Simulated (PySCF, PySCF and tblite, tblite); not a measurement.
# C6H7F: telling isomers apart by computed NMR, part 3 of 3

PySCF and tblite. Atoms count from 0. The steps go on from the part before.

## 13. The ensemble, isomer C: properties at PBE0/pcSseg-1

The job: settings as JSON, then the geometry in Å.

```
{"job": {"study": "conf", "smiles": "FCC1C=CC=C1", "search": {"seed": 3362, "n_embed": 60, "ff_keep": 14, "window": 2.5, "nmax": 6, "temps": [250, 298.15, 350], "t_ref": 298.15, "order": 0.0005}, "level": {"nmr": {"xc": "PBE0", "basis": "pcSseg-1"}}, "kind": "conf"}, "charge": 0, "multiplicity": 1}
F     -2.554743    -0.734952    -0.747035
C     -1.769602     0.055886     0.053985
C     -0.368382     0.198845    -0.538100
C      0.488960     1.150725     0.241786
C      1.602491     0.525174     0.639284
C      1.569099    -0.851894     0.184105
C      0.436473    -1.066705    -0.493709
H     -2.268678     1.028287     0.122791
H     -1.732843    -0.421343     1.038065
H     -0.476485     0.537793    -1.575024
H      0.208550     2.172076     0.420302
H      2.411903     0.948091     1.206663
H      2.350097    -1.564763     0.378035
H      0.102483    -1.977693    -0.953314
```

The log of the run:

```text
conformer  sym    E(xTB)   E(DFT)   G(298.15 K)  weight  dipole/D
    1     C1      0.000    0.000    0.000   0.9746    1.557
    2     Cs      0.943    1.706    2.162   0.0254    1.791

mean shielding (ppm) by class
class atoms           250 K   298.15 K      350 K
  0 F  0            413.298    413.375    413.469
  1 C  1            100.725     100.75    100.779
  2 C  2            126.579     126.58     126.58
  3 C  3,6           43.083     43.075     43.066
  4 C  4,5           45.998     45.994     45.988
  5 H  7,8            27.06     27.055     27.049
  6 H  9             28.114      28.12     28.126
  7 H  10,13          24.96      24.96      24.96
  8 H  11,12         24.915     24.916     24.916
```

Run time: 29 s. Hardware: 1 thread of Arm Neoverse V1, shared host. This counts the runs that the step sums up.

The search (ETKDG and KDG, MMFF94s, GFN2-xTB) embedded 60 structures, kept 2 distinct ones after the force field and 2 after xTB; 2 were carried on (window 2.5 kcal/mol at the search's own energies). Energies: PBE0/pcSseg-1 with D3(BJ).

The conformers at 298 K:

```csv
no.,group,mirror pair,ΔE xTB,ΔE DFT,ΔG,weight (%),μ (D),F0–C1–C2–C3 (°),"A, B, C (GHz)"
1,C1,yes,0.00,0.00,0.00,97.5,1.56,175,"6.60, 1.88, 1.56"
2,Cs,no,0.94,1.71,2.16,2.5,1.79,-58,"5.01, 2.22, 2.04"
```

Energies in kcal/mol. ΔG holds xTB vibrations and rotation, symmetry numbers and mirror pairs.

Weights (%) by temperature:

```csv
no.,250 K,298 K,350 K
1,98.5,97.5,96.2
2,1.5,2.5,3.8
```

How the weights hang on the way they are made:

```csv
scheme,1,2,mean μ (D)
DFT free energy,97,3,1.56
"DFT energy, symmetry counted",97,3,1.56
DFT energy alone,95,5,1.57
"xTB energy, symmetry counted",91,9,1.58
xTB free energy,91,9,1.58
lowest conformer only,100,0,1.56
equal weights,50,50,1.67
```

Shifts against references run at the same level ($^{13}$C TMS 186.9, $^{1}$H TMS 31.72, $^{19}$F CFCl3 170.9 ppm of shielding), by class of atoms, at 298 K:

```csv
atoms,environment,no. 1,no. 2,average
"C3, C6",alkene CH,143.8,144.5,143.9
"C4, C5",alkene CH,140.9,141.4,140.9
C1,sp3 CH2 bonded to F,86.2,83.9,86.2
C2,allylic sp3 CH,60.3,60.3,60.3
"H11, H12",hydrogen on an alkene CH,6.80,6.79,6.80
"H10, H13",hydrogen on an alkene CH,6.76,6.74,6.76
"H7, H8",hydrogen on an sp3 CH2 bonded to F,4.65,5.14,4.66
H9,hydrogen on an allylic sp3 CH,3.61,3.11,3.60
F0,fluorine on an sp3 carbon,-242.2,-249.7,-242.4
```

Effective distances for nuclear Overhauser effects, ⟨r⁻⁶⟩^(−1/6) over all pairs of two classes (Å): H9···H10 2.66; H7···H9 2.69; H10···H11 2.94; H7···H10 3.11.

## 14. Shieldings, isomer A, conformer 1: mPW1PW91/pcSseg-1 in dichloromethane

The job: settings as JSON, then the geometry in Å.

```
{"job": {"xc": "mPW1PW91", "basis": "pcSseg-1", "solvent": "dichloromethane", "kind": "nmr", "pop": false}, "charge": 0, "multiplicity": 1}
F     -2.716714    -0.942477    -0.141302
C     -2.043302     0.252388    -0.211402
C     -0.571226     0.064527    -0.060584
C      0.107348    -1.077543     0.127761
C      1.565971    -0.778884     0.224708
C      1.609915     0.704465     0.063993
C      0.367573     1.173739    -0.100565
H     -2.287937     0.697364    -1.184741
H     -2.443972     0.889140     0.588166
H     -0.303605    -2.066565     0.201898
H      2.136536    -1.287924    -0.554953
H      1.982465    -1.096383     1.182910
H      2.523440     1.269508     0.083879
H      0.072831     2.198173    -0.241934
```

The log of the run:

```text
coarse grid: 11944 points
cycle   1  E = -332.4367475961  dE =  1.082e+00  |g| = 5.300e-01  |ddm| = 3.430e+00
cycle   2  E = -332.4144990930  dE =  2.225e-02  |g| = 6.710e-01  |ddm| = 9.595e-01
cycle   3  E = -332.4918186416  dE = -7.732e-02  |g| = 6.414e-02  |ddm| = 5.451e-01
cycle   4  E = -332.4924257181  dE = -6.071e-04  |g| = 3.515e-02  |ddm| = 7.903e-02
cycle   5  E = -332.4927156965  dE = -2.900e-04  |g| = 8.178e-03  |ddm| = 3.533e-02
cycle   6  E = -332.4927294772  dE = -1.378e-05  |g| = 3.215e-03  |ddm| = 8.206e-03
cycle   7  E = -332.4927318015  dE = -2.324e-06  |g| = 4.322e-04  |ddm| = 2.780e-03
final grid: 116456 points
cycle   8  E = -332.5427453734  dE = -3.725e-05  |g| = 5.403e-03  |ddm| = 3.475e-02
cycle   9  E = -332.5427435854  dE =  1.788e-06  |g| = 6.503e-03  |ddm| = 1.061e-02
cycle  10  E = -332.5427525181  dE = -8.933e-06  |g| = 6.491e-04  |ddm| = 5.424e-03
cycle  11  E = -332.5427525832  dE = -6.511e-08  |g| = 1.712e-04  |ddm| = 6.562e-04
cycle  12  E = -332.5427525873  dE = -4.109e-09  |g| = 5.298e-05  |ddm| = 1.476e-04
cycle  13  E = -332.5427525879  dE = -5.854e-10  |g| = 1.828e-05  |ddm| = 5.446e-05
converged SCF energy = -332.5427525879

GIAO shielding tensors (ppm)
atom      isotropic    diamagn.    paramagn.     s11        s22        s33       span
  0 F      437.521     471.899     -34.378    420.635    423.286    468.642     48.007
  1 C       99.241     237.486    -138.245     66.285     78.263    153.176     86.890
  2 C       33.922     262.995    -229.073    -64.302     42.017    124.050    188.352
  3 C       52.957     250.434    -197.476    -44.349     43.505    159.717    204.067
  4 C      140.023     250.781    -110.757    128.926    140.096    151.049     22.123
  5 C       40.740     255.430    -214.690    -65.748     33.994    153.974    219.722
  6 C       49.792     250.692    -200.900    -53.855     55.897    147.333    201.188
  7 H       25.853      26.738      -0.885     21.191     26.542     29.825      8.634
  8 H       25.853      26.740      -0.887     21.199     26.545     29.816      8.617
  9 H       25.117      32.746      -7.629     23.126     24.260     27.964      4.838
 10 H       28.413      28.685      -0.272     23.845     26.462     34.931     11.086
 11 H       28.412      28.692      -0.280     23.841     26.469     34.925     11.084
 12 H       24.762      31.102      -6.340     23.657     24.787     25.844      2.187
 13 H       25.085      32.037      -6.952     23.450     24.407     27.398      3.948
```

Run time: 14 s. Hardware: 1 thread of Arm Neoverse V1, shared host.

In short: HOMO -6.45 eV, LUMO -0.48 eV; dipole 2.14 D.

## 15. Single-point energy, isomer A, conformer 1: revPBE/def2-SVP in dichloromethane

The job, as its differences from that of step 14:

```diff
@@ -1,2 +1,2 @@
-{"job": {"xc": "mPW1PW91", "basis": "pcSseg-1", "solvent": "dichloromethane", "kind": "nmr", "pop": false}, "charge": 0, "multiplicity": 1}
+{"job": {"xc": "revPBE", "basis": "def2-SVP", "solvent": "dichloromethane", "kind": "sp"}, "charge": 0, "multiplicity": 1}
 F     -2.716714    -0.942477    -0.141302
```

The log of the run:

```text
coarse grid: 11944 points
cycle   1  E = -332.1651432966  dE =  7.955e-01  |g| = 6.000e-01  |ddm| = 4.183e+00
cycle   2  E = -332.0712973907  dE =  9.385e-02  |g| = 9.206e-01  |ddm| = 1.871e+00
cycle   3  E = -332.2440384020  dE = -1.727e-01  |g| = 1.230e-01  |ddm| = 1.185e+00
cycle   4  E = -332.2469006367  dE = -2.862e-03  |g| = 5.858e-02  |ddm| = 1.883e-01
cycle   5  E = -332.2477446791  dE = -8.440e-04  |g| = 1.864e-02  |ddm| = 7.615e-02
cycle   6  E = -332.2478283746  dE = -8.370e-05  |g| = 4.923e-03  |ddm| = 2.233e-02
cycle   7  E = -332.2478337392  dE = -5.365e-06  |g| = 1.412e-03  |ddm| = 6.963e-03
final grid: 116456 points
cycle   8  E = -332.3075550050  dE = -3.095e-05  |g| = 1.213e-02  |ddm| = 4.851e-02
cycle   9  E = -332.3075059477  dE =  4.906e-05  |g| = 1.899e-02  |ddm| = 3.599e-02
cycle  10  E = -332.3075925193  dE = -8.657e-05  |g| = 2.670e-03  |ddm| = 2.339e-02
cycle  11  E = -332.3075940706  dE = -1.551e-06  |g| = 6.624e-04  |ddm| = 3.416e-03
cycle  12  E = -332.3075941776  dE = -1.070e-07  |g| = 2.409e-04  |ddm| = 8.942e-04
cycle  13  E = -332.3075941909  dE = -1.333e-08  |g| = 3.280e-05  |ddm| = 2.633e-04
cycle  14  E = -332.3075941911  dE = -1.809e-10  |g| = 1.565e-05  |ddm| = 4.460e-05
converged SCF energy = -332.3075941911
```

It took 5.8 s on 1 thread of Arm Neoverse V1, shared host.

This run: HOMO -5.20 eV, LUMO -1.20 eV; dipole 1.81 D.

## 16. Shieldings, isomer A, conformer 2: mPW1PW91/pcSseg-1 in dichloromethane

The job: settings as JSON, then the geometry in Å.

```
{"job": {"xc": "mPW1PW91", "basis": "pcSseg-1", "solvent": "dichloromethane", "kind": "nmr", "pop": false}, "charge": 0, "multiplicity": 1}
F      2.585152    -1.180134    -0.330489
C      2.064159    -0.006188     0.173543
C      0.577510     0.018103     0.046996
C     -0.175666     0.941601    -0.571940
C     -1.616279     0.576936    -0.444407
C     -1.565076    -0.696172     0.333488
C     -0.292098    -1.002282     0.609268
H      2.373662     0.037381     1.225561
H      2.527229     0.811706    -0.387753
H      0.166098     1.822368    -1.083681
H     -2.084276     0.436014    -1.421004
H     -2.189045     1.349022     0.073843
H     -2.443686    -1.250107     0.607447
H      0.071638    -1.858721     1.146964
```

The log of the run:

```text
coarse grid: 11944 points
cycle   1  E = -332.4380158342  dE =  1.071e+00  |g| = 5.296e-01  |ddm| = 3.421e+00
cycle   2  E = -332.4179632981  dE =  2.005e-02  |g| = 6.661e-01  |ddm| = 8.787e-01
cycle   3  E = -332.4924899962  dE = -7.453e-02  |g| = 5.690e-02  |ddm| = 4.959e-01
cycle   4  E = -332.4929699628  dE = -4.800e-04  |g| = 2.886e-02  |ddm| = 6.685e-02
cycle   5  E = -332.4931540051  dE = -1.840e-04  |g| = 7.053e-03  |ddm| = 3.005e-02
cycle   6  E = -332.4931632624  dE = -9.257e-06  |g| = 3.272e-03  |ddm| = 7.928e-03
cycle   7  E = -332.4931658251  dE = -2.563e-06  |g| = 4.527e-04  |ddm| = 2.722e-03
final grid: 116456 points
cycle   8  E = -332.5429103939  dE = -3.434e-05  |g| = 5.236e-03  |ddm| = 3.289e-02
cycle   9  E = -332.5429089106  dE =  1.483e-06  |g| = 6.217e-03  |ddm| = 1.020e-02
cycle  10  E = -332.5429172417  dE = -8.331e-06  |g| = 6.664e-04  |ddm| = 5.063e-03
cycle  11  E = -332.5429173100  dE = -6.833e-08  |g| = 1.544e-04  |ddm| = 6.037e-04
cycle  12  E = -332.5429173133  dE = -3.329e-09  |g| = 4.030e-05  |ddm| = 1.172e-04
cycle  13  E = -332.5429173136  dE = -3.273e-10  |g| = 1.238e-05  |ddm| = 4.042e-05
converged SCF energy = -332.5429173136

GIAO shielding tensors (ppm)
atom      isotropic    diamagn.    paramagn.     s11        s22        s33       span
  0 F      419.769     472.493     -52.724    392.216    401.868    465.223     73.007
  1 C      102.431     236.469    -134.038     71.256     82.654    153.384     82.128
  2 C       35.511     262.235    -226.724    -65.082     37.850    133.765    198.847
  3 C       43.790     252.005    -208.215    -54.089     37.875    147.585    201.675
  4 C      139.749     251.097    -111.349    128.858    139.167    151.220     22.362
  5 C       41.090     255.316    -214.226    -65.082     34.983    153.369    218.451
  6 C       46.454     249.968    -203.514    -58.695     52.082    145.975    204.670
  7 H       26.065      26.823      -0.758     22.789     26.159     29.248      6.459
  8 H       26.062      27.489      -1.427     21.625     26.761     29.800      8.175
  9 H       24.927      32.768      -7.841     23.549     24.443     26.790      3.241
 10 H       28.365      28.691      -0.326     23.963     26.374     34.759     10.795
 11 H       28.446      28.676      -0.230     23.956     26.405     34.978     11.022
 12 H       24.776      31.087      -6.311     23.598     24.759     25.970      2.372
 13 H       24.661      31.825      -7.164     22.944     23.667     27.373      4.430
```

It took 14 s on 1 thread of Arm Neoverse V1, shared host.

Key values: HOMO -6.55 eV, LUMO -0.61 eV; dipole 2.78 D.

## 17. Single-point energy, isomer A, conformer 2: revPBE/def2-SVP in dichloromethane

The job, as its differences from that of step 16:

```diff
@@ -1,2 +1,2 @@
-{"job": {"xc": "mPW1PW91", "basis": "pcSseg-1", "solvent": "dichloromethane", "kind": "nmr", "pop": false}, "charge": 0, "multiplicity": 1}
+{"job": {"xc": "revPBE", "basis": "def2-SVP", "solvent": "dichloromethane", "kind": "sp"}, "charge": 0, "multiplicity": 1}
 F      2.585152    -1.180134    -0.330489
```

The log of the run:

```text
coarse grid: 11944 points
cycle   1  E = -332.1657089535  dE =  7.861e-01  |g| = 6.024e-01  |ddm| = 4.194e+00
cycle   2  E = -332.0764088212  dE =  8.930e-02  |g| = 9.166e-01  |ddm| = 1.695e+00
cycle   3  E = -332.2456236523  dE = -1.692e-01  |g| = 1.035e-01  |ddm| = 1.058e+00
cycle   4  E = -332.2476438527  dE = -2.020e-03  |g| = 4.311e-02  |ddm| = 1.483e-01
cycle   5  E = -332.2480392065  dE = -3.954e-04  |g| = 1.574e-02  |ddm| = 6.033e-02
cycle   6  E = -332.2480940158  dE = -5.481e-05  |g| = 6.710e-03  |ddm| = 2.152e-02
cycle   7  E = -332.2481054465  dE = -1.143e-05  |g| = 1.260e-03  |ddm| = 7.574e-03
cycle   8  E = -332.2481057896  dE = -3.431e-07  |g| = 2.479e-04  |ddm| = 1.520e-03
final grid: 116456 points
cycle   9  E = -332.3073510249  dE = -3.092e-05  |g| = 1.109e-02  |ddm| = 4.394e-02
cycle  10  E = -332.3073175392  dE =  3.349e-05  |g| = 1.632e-02  |ddm| = 3.055e-02
cycle  11  E = -332.3073839844  dE = -6.645e-05  |g| = 2.296e-03  |ddm| = 1.870e-02
cycle  12  E = -332.3073849324  dE = -9.480e-07  |g| = 4.621e-04  |ddm| = 2.554e-03
cycle  13  E = -332.3073849719  dE = -3.959e-08  |g| = 2.383e-04  |ddm| = 6.734e-04
cycle  14  E = -332.3073849867  dE = -1.477e-08  |g| = 3.147e-05  |ddm| = 2.754e-04
cycle  15  E = -332.3073849869  dE = -1.960e-10  |g| = 1.367e-05  |ddm| = 4.534e-05
converged SCF energy = -332.3073849869
```

It took 5.9 s on 1 thread of Arm Neoverse V1, shared host.

In short: HOMO -5.31 eV, LUMO -1.33 eV; dipole 2.44 D.

## 18. Boltzmann average, isomer A: properties at mPW1PW91/pcSseg-1 in dichloromethane

The job: settings as JSON, then the geometry in Å.

```
{"job": {"study": "conf", "smiles": "FCC1=CCC=C1", "search": {"seed": 3362, "n_embed": 60, "ff_keep": 14, "window": 2.5, "nmax": 6, "temps": [250, 298.15, 350], "t_ref": 298.15, "order": 0.0005}, "level": {"nmr": {"xc": "mPW1PW91", "basis": "pcSseg-1", "solvent": "dichloromethane"}, "sp": {"xc": "revPBE", "basis": "def2-SVP", "solvent": "dichloromethane"}, "change": "mPW1PW91/pcSseg-1; solvent dichloromethane; energies revPBE/def2-SVP"}, "kind": "conf"}, "charge": 0, "multiplicity": 1}
F      2.585152    -1.180134    -0.330489
C      2.064159    -0.006188     0.173543
C      0.577510     0.018103     0.046996
C     -0.175666     0.941601    -0.571940
C     -1.616279     0.576936    -0.444407
C     -1.565076    -0.696172     0.333488
C     -0.292098    -1.002282     0.609268
H      2.373662     0.037381     1.225561
H      2.527229     0.811706    -0.387753
H      0.166098     1.822368    -1.083681
H     -2.084276     0.436014    -1.421004
H     -2.189045     1.349022     0.073843
H     -2.443686    -1.250107     0.607447
H      0.071638    -1.858721     1.146964
```

The log of the run:

```text
conformer  sym    E(xTB)   E(DFT)   G(298.15 K)  weight  dipole/D
    1     Cs      0.000    0.000    0.309   0.3727    1.808
    2     C1      0.732    0.150    0.000   0.6273    2.437

mean shielding (ppm) by class
class atoms           250 K   298.15 K      350 K
  0 F  0            426.603    426.385    426.226
  1 C  1            101.203    101.243    101.271
  2 C  2             34.899     34.919     34.933
  3 C  3             47.319     47.207     47.125
  4 C  4            139.854    139.851    139.848
  5 C  5             40.955      40.96     40.963
  6 C  6             47.739     47.698     47.668
  7 H  7,8           25.983     25.985     25.987
  8 H  9               25.0     24.998     24.996
  9 H  10,11         28.408     28.408     28.408
 10 H  12             24.77     24.771     24.771
 11 H  13            24.824     24.819     24.815
```

Run time: 40 s. Hardware: 1 thread of Arm Neoverse V1, shared host. This counts the runs that the step sums up.

Against the first level, at 298 K (shieldings, ppm; largest changes first):

```csv
atoms,PBE0/pcSseg-1,mPW1PW91/pcSseg-1 in dichloromethane,change
F0,419.4,426.4,+7.0
C5,43.6,41.0,-2.6
C3,49.5,47.2,-2.3
C4,141.5,139.9,-1.6
C1,102.8,101.2,-1.6
C2,35.1,34.9,-0.2
"H10, H11",28.56,28.41,-0.15
H12,24.92,24.77,-0.15
"H7, H8",26.14,25.98,-0.15
H9,25.13,25.00,-0.13
```

Weights: from PBE0/pcSseg-1 energies 1: 34 %, 2: 66 %; from revPBE/def2-SVP in dichloromethane energies 1: 37 %, 2: 63 % (with a dispersion term where the level has one and the same thermal terms, so they don't follow from the SCF energies alone). Times: 35 s and 40 s.

## 19. Which isomer fits the signals?

The job: settings as JSON, then the geometry in Å.

```
{"job": {"study": "set", "relation": "regioisomers", "members": [{"smiles": "[F:1][CH2:2][C:3]1=[CH:4][CH2:5][CH:6]=[CH:7]1"}, {"smiles": "[F:1][CH2:2][C:3]1=[CH:4][CH:5]=[CH:6][CH2:7]1"}, {"smiles": "[F:1][CH2:2][CH:3]1[CH:4]=[CH:5][CH:6]=[CH:7]1"}], "charge": 0, "search": {"seed": 3362, "n_embed": 60, "ff_keep": 14, "window": 2.5, "nmax": 6, "temps": [250, 298.15, 350], "t_ref": 298.15, "order": 0.0005}, "level": {"nmr": {"xc": "PBE0", "basis": "pcSseg-1"}}, "dp4": {"C": [2.5, 10], "H": [0.15, 10]}, "second_levels": [{"nmr": {"xc": "mPW1PW91", "basis": "pcSseg-1", "solvent": "dichloromethane"}, "wide": true, "sp": {"xc": "revPBE", "basis": "def2-SVP", "solvent": "dichloromethane"}, "change": "mPW1PW91/pcSseg-1; solvent dichloromethane; energies revPBE/def2-SVP"}], "kind": "set"}, "charge": 0, "multiplicity": 1}
F     -2.716714    -0.942477    -0.141302
C     -2.043302     0.252388    -0.211402
C     -0.571226     0.064527    -0.060584
C      0.107348    -1.077543     0.127761
C      1.565971    -0.778884     0.224708
C      1.609915     0.704465     0.063993
C      0.367573     1.173739    -0.100565
H     -2.287937     0.697364    -1.184741
H     -2.443972     0.889140     0.588166
H     -0.303605    -2.066565     0.201898
H      2.136536    -1.287924    -0.554953
H      1.982465    -1.096383     1.182910
H      2.523440     1.269508     0.083879
H      0.072831     2.198173    -0.241934
```

The log of the run:

```text
isomer  G rel   conformers  SMILES
A     0.388      2   FCC1=CCC=C1
B     0.000      2   FCC1=CC=CC1
C     2.727      2   FCC1C=CC=C1

signals of isomer A at the second level: probabilities [0.86018, 0.13982, 0.0]
```

Run time: 2.2 min. Hardware: 1 thread of Arm Neoverse V1, shared host. This counts the whole study up to here.

The 3 candidates (regioisomers), with energies and dipoles from their ensembles above, at 298 K; shieldings at PBE0/pcSseg-1:

```csv
isomer,SMILES,conformers,ΔE,ΔG,μ rms (D)
A,FCC1=CCC=C1,2,0.56,0.39,2.10
B,FCC1=CC=CC1,2,0.00,0.00,1.65
C,FCC1C=CC=C1,2,2.29,2.73,1.56
```

Energies in kcal/mol.

The signals of isomer A, computed at a second level (mPW1PW91/pcSseg-1 in dichloromethane), stand in for a spectrum. The test takes 6 C values, 7 H values (hydrogens on carbon alone). Each candidate's shieldings are matched to them as sorted lists by a straight-line fit, or by a shift alone where signals are few or close (slope 1; a small slope inflates the errors), and the errors are weighed by Student-t tails (C: width 2.5 ppm, H: width 0.15 ppm).

```csv
candidate,C slope,C mean error,C largest,H slope,H mean error,H largest,P(C),P(H),P(all)
A,1.00,0.6,1.4,1.01,0.02,0.04,66.4,75.7,86.0
B,1.01,0.9,2.3,1.00,0.04,0.12,33.6,24.3,14.0
C,0.86,3.7,5.9,0.74,0.65,1.64,0.0,0.0,0.0
```

Errors in ppm, probabilities in per cent.

## 20. Summary of results

The summary covers parts 1 to 3.

```
                                           quantity                                                value
                               conformers, isomer A  2; the first in weight is no. 2 (C1), 66 % at 298 K
                  root-mean-square dipole, isomer A                                               2.10 D
 averaged $^{13}$C shifts, isomer A (PBE0/pcSseg-1)           151.8, 143.3, 139.2, 137.4, 84.1, 45.4 ppm
  averaged $^{1}$H shifts, isomer A (PBE0/pcSseg-1)                     6.88, 6.79, 6.59, 5.58, 3.16 ppm
 averaged $^{19}$F shifts, isomer A (PBE0/pcSseg-1)                                           -248.4 ppm
                               conformers, isomer B  2; the first in weight is no. 1 (C1), 90 % at 298 K
                  root-mean-square dipole, isomer B                                               1.65 D
 averaged $^{13}$C shifts, isomer B (PBE0/pcSseg-1)           153.9, 143.6, 139.2, 137.9, 84.5, 45.3 ppm
  averaged $^{1}$H shifts, isomer B (PBE0/pcSseg-1)                     6.83, 6.71, 6.71, 5.56, 3.21 ppm
 averaged $^{19}$F shifts, isomer B (PBE0/pcSseg-1)                                           -237.7 ppm
                               conformers, isomer C  2; the first in weight is no. 1 (C1), 97 % at 298 K
                  root-mean-square dipole, isomer C                                               1.56 D
 averaged $^{13}$C shifts, isomer C (PBE0/pcSseg-1)                         143.9, 140.9, 86.2, 60.3 ppm
  averaged $^{1}$H shifts, isomer C (PBE0/pcSseg-1)                           6.80, 6.76, 4.66, 3.60 ppm
 averaged $^{19}$F shifts, isomer C (PBE0/pcSseg-1)                                           -242.4 ppm
                              lowest in free energy             A, B, within 0.5 kcal/mol of one another
signals of A (mPW1PW91/pcSseg-1 in dichloromethane)                                     best fit A, 86 %
```

In words: Conformer 2 leads for isomer A with 66 % at 298 K, and its share goes from 65 % at 250 K to 66 % at 350 K. It is not the lowest in DFT energy (no. 1 is): its mirror image counts too, which doubles its weight. Among conformers of isomer A over 5 %, C3 differs by 5.7 ppm, while the average moves by 0.1 ppm from 250 to 350 K. Conformer 1 leads for isomer B with 90 % at 298 K, and its share goes from 92 % at 250 K to 87 % at 350 K. Among conformers of isomer B over 5 %, C5 differs by 5.0 ppm, while the average moves by 0.2 ppm from 250 to 350 K. Conformer 1 leads for isomer C with 97 % at 298 K, and its share goes from 99 % at 250 K to 96 % at 350 K. Between PBE0/pcSseg-1 and mPW1PW91/pcSseg-1 in dichloromethane, F0 of isomer A changes most, by 7.0 ppm of raw shielding; the energies behind both averages, dispersion terms included where typed, rank the same conformer first. The test names the right isomer, A, with 86 %. The stand-in spectrum is computed, so it shares geometries and errors with the candidates; a measured one would test harder.
